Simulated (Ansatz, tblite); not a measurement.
# The cluster ZrSi₆−: a ladder of methods and basis sets

An exercise on one series of results from a longer session: the logs are not shown, and one member is left open.

Method: as each input shows; program: Ansatz 0.2.0, Gaussian basis.

Plan: GFN1-xTB, GFN2-xTB, PBE-D4/def2-TZVPD, r2SCAN-D4/def2-TZVPD, HF/def2-TZVPD, PBE-D4/def2-SVPD, PBE0-D4/def2-SVPD, CCSD(T)/def2-SVPD, MP2/def2-TZVPD, RPA/def2-TZVPD.

5 further runs of the same task are left out: 2 that didn't finish, 3 set aside as unsound or not needed. Runs told in other sessions of the task aren't counted.

**The relaxed structure**

The geometry is that of the doublet, from an earlier relaxation (B3LYP-D4/def2-SVPD). At that level it is the lowest of the isomers that a small search found.

7 atoms, charge -1, spin multiplicity 2.

Bond lengths: Zr1–Si2 3.261 Å, Zr1–Si3 2.583 Å, Zr1–Si4 2.752 Å, Zr1–Si5 2.587 Å, Zr1–Si6 2.764 Å, Zr1–Si7 3.019 Å, Si2–Si3 2.587 Å, Si2–Si5 2.590 Å, Si2–Si7 2.623 Å, Si3–Si4 2.491 Å, Si4–Si7 2.416 Å, Si5–Si6 2.483 Å, Si6–Si7 2.414 Å. Angles: Si2–Zr1–Si3 51.0°, Si2–Zr1–Si4 52.6°, Si2–Zr1–Si5 51.0°, Si2–Zr1–Si6 52.5°, Si2–Zr1–Si7 49.2°, Si3–Zr1–Si4 55.6°, Si3–Zr1–Si5 63.6°, Si3–Zr1–Si6 100.7°, Si3–Zr1–Si7 91.3°, Si4–Zr1–Si5 101.0°, Si4–Zr1–Si6 91.7°, Si4–Zr1–Si7 49.2°, Si5–Zr1–Si6 55.2°, Si5–Zr1–Si7 91.1°, Si6–Zr1–Si7 49.1°, Zr1–Si2–Si3 50.8°, Zr1–Si2–Si5 50.9°, Zr1–Si2–Si7 60.6° and more.

Geometry (Å):

```xyz
7
charge -1, multiplicity 2
Zr   -0.6052    1.3800    0.7892
Si    0.8473   -1.1124   -0.7310
Si    1.1143    1.4283   -1.1373
Si   -1.0948    0.4595   -1.7578
Si    1.6923    0.2942    1.2733
Si   -0.2419   -1.1909    1.7383
Si   -1.7120   -1.2587   -0.1748
```

Zr takes a core potential in the def2 sets. No spin-orbit coupling is included. The ion is computed in the gas phase, without counter-ions or solvent.

PBE0-D4/def2-TZVPD was run before; its log isn't repeated, and its numbers join the tables.

The first run:

Tight binding, by tblite at 300 K electronic temperature and without a spin-polarisation term:

```python
tblite.interface.Calculator('GFN1-xTB', numbers, positions, charge=-1, uhf=1).singlepoint()
```

Tight binding, by tblite at 300 K electronic temperature and without a spin-polarisation term:

```python
tblite.interface.Calculator('GFN2-xTB', numbers, positions, charge=-1, uhf=1).singlepoint()
```

start.molden holds the orbitals of an earlier run on this state, given as this run's starting guess.

in.yaml reads:

```yaml
crystal:
  periodic: [false, false, false]
  atoms:
    - {symbol: Zr, position_ang: [-0.605203, 1.379985, 0.789193]}
    - {symbol: Si, position_ang: [0.847307, -1.112420, -0.730955]}
    - {symbol: Si, position_ang: [1.114313, 1.428342, -1.137260]}
    - {symbol: Si, position_ang: [-1.094841, 0.459481, -1.757807]}
    - {symbol: Si, position_ang: [1.692290, 0.294234, 1.273318]}
    - {symbol: Si, position_ang: [-0.241854, -1.190929, 1.738310]}
    - {symbol: Si, position_ang: [-1.712023, -1.258693, -0.174800]}
basis:
  gaussian: {orbitals: def2-TZVPD, initial_orbitals: start.molden}
total_charge: -1
magnetization: {spin_polarized: true, initial_magnetization: 1}
hamiltonian: {xc: pbe, dispersion: d4}
scf: {omitted_lower_state_checks: [starts]}
output: {forces: true, orbitals: {seedname: orbitals}}
```

The run is started by

```
$ ansatz run in.yaml --threads 4 --pin off --events-out ev --progress --plain --max-ram 4787MiB
```

Steps of the session up to this table: PBE-D4/def2-TZVPD; r2SCAN-D4/def2-TZVPD; HF/def2-TZVPD; PBE-D4/def2-SVPD; PBE0-D4/def2-SVPD; CCSD(T)/def2-SVPD; MP2/def2-TZVPD; RPA/def2-TZVPD.

One of the session's tables, all rows but one given; the rest of the session is left out.

It belongs to the step «Levels side by side». 

```
               level  HOMO (eV)  LUMO (eV)  gap (eV)
       HF/def2-TZVPD      -2.98       2.21      5.19
    PBE-D4/def2-SVPD      -0.76      -0.13      0.63
   PBE-D4/def2-TZVPD      -0.79      -0.15      0.64
r2SCAN-D4/def2-TZVPD          ?          ?         ?
   PBE0-D4/def2-SVPD      -1.71       0.58      2.28
  PBE0-D4/def2-TZVPD      -1.72       0.57      2.29
```

**Question.** Estimate the row for r2SCAN-D4/def2-TZVPD.

The run gave: HOMO (eV): -1.11; LUMO (eV): -0.04; gap (eV): 1.08. In the column «HOMO (eV)» it lies between PBE0-D4/def2-SVPD (-1.71) and PBE-D4/def2-TZVPD (-0.79).
